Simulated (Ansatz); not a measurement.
**CH₅GeNO₂: up Jacob's ladder to CCSD(T)**

The task here is to estimate one member of a computed series from the others.

The runs use Ansatz 0.2.0, Gaussian basis; functionals in def2-TZVPP, the program's frozen cores in correlated methods.

Levels to be run: PBE-D4, r2SCAN-D4, PBE0-D4, B3LYP-D4, ωB97X-V, ωB97M-V, B2PLYP; CCSD(T)/def2-TZVPP; MP2/def2-QZVPP; extrapolation to the limit.

## The relaxed structure

An earlier PBE0-D4 in a triple-zeta def2 set relaxation fixed the geometry.

10 atoms, charge 0, spin multiplicity 1.

Atoms are counted from 1 here; the program's logs count them from 0.

Bond lengths: N1–C2 1.263 Å, N1–H6 1.015 Å, C2–O3 1.342 Å, C2–Ge4 1.981 Å, O3–H7 0.971 Å, Ge4–O5 1.776 Å, Ge4–H8 1.530 Å, Ge4–H9 1.543 Å, O5–H10 0.960 Å. Angles: C2–N1–H6 112.1°, N1–C2–O3 120.1°, N1–C2–Ge4 126.7°, O3–C2–Ge4 113.2°, C2–O3–H7 106.8°, C2–Ge4–O5 111.2°, C2–Ge4–H8 112.1°, C2–Ge4–H9 105.3°, O5–Ge4–H8 104.7°, O5–Ge4–H9 111.0°, H8–Ge4–H9 112.7°, Ge4–O5–H10 112.9°.

The first run:

Input file in.yaml:

```yaml
crystal:
  periodic: [false, false, false]
  atoms:
    - {symbol: N, position_ang: [1.384480, 0.375440, 1.344218]}
    - {symbol: C, position_ang: [0.831964, -0.176299, 0.350921]}
    - {symbol: O, position_ang: [1.572456, -0.850554, -0.543105]}
    - {symbol: Ge, position_ang: [-1.103026, -0.184120, -0.073852]}
    - {symbol: O, position_ang: [-1.394563, 0.341294, -1.744982]}
    - {symbol: H, position_ang: [0.713897, 0.857851, 1.934646]}
    - {symbol: H, position_ang: [2.494389, -0.792251, -0.244535]}
    - {symbol: H, position_ang: [-1.703614, -1.589489, 0.001902]}
    - {symbol: H, position_ang: [-1.745410, 0.792375, 0.932826]}
    - {symbol: H, position_ang: [-0.967473, 1.174651, -1.955140]}
basis:
  gaussian: {orbitals: def2-TZVPP}
hamiltonian: {xc: pbe, dispersion: d4}
output: {forces: true, orbitals: {seedname: orbitals}}
```

Command:

```sh
$ ansatz run in.yaml --threads 4 --pin off --events-out ev --progress --plain --max-ram 10444MiB
```

Among the steps run: PBE-D4 (GGA); r2SCAN-D4 (meta-GGA); PBE0-D4 (hybrid); B3LYP-D4 (hybrid); ωB97X-V (range-separated); ωB97M-V (range-separated); B2PLYP (double hybrid); CCSD(T) in def2-TZVPP; MP2 in def2-QZVPP.

One of the session's tables, all rows but one given; the rest of the session is left out.

```
            method  atomisation energy (eV)
            PBE-D4                   38.307
         r2SCAN-D4                   37.225
           PBE0-D4                   37.028
          B3LYP-D4                   37.089
           ωB97X-V                   37.352
           ωB97M-V                   37.216
            B2PLYP                   36.764
     HF/def2-TZVPP                        ?
    MP2/def2-TZVPP                   37.060
   CCSD/def2-TZVPP                   35.390
CCSD(T)/def2-TZVPP                   36.183
           MP2/CBS                   38.171
       CCSD(T)/CBS                   37.293
```

Estimate the missing values for HF/def2-TZVPP.

As computed: atomisation energy (eV): 24.241. In the column «atomisation energy (eV)» it is the lowest.

To keep in mind: Free atoms (1 N, 1 C, 2 O, 1 Ge, 5 H) were run apart at each level; the atomisation energy is their sum less the molecule, without zero-point or spin-orbit terms.
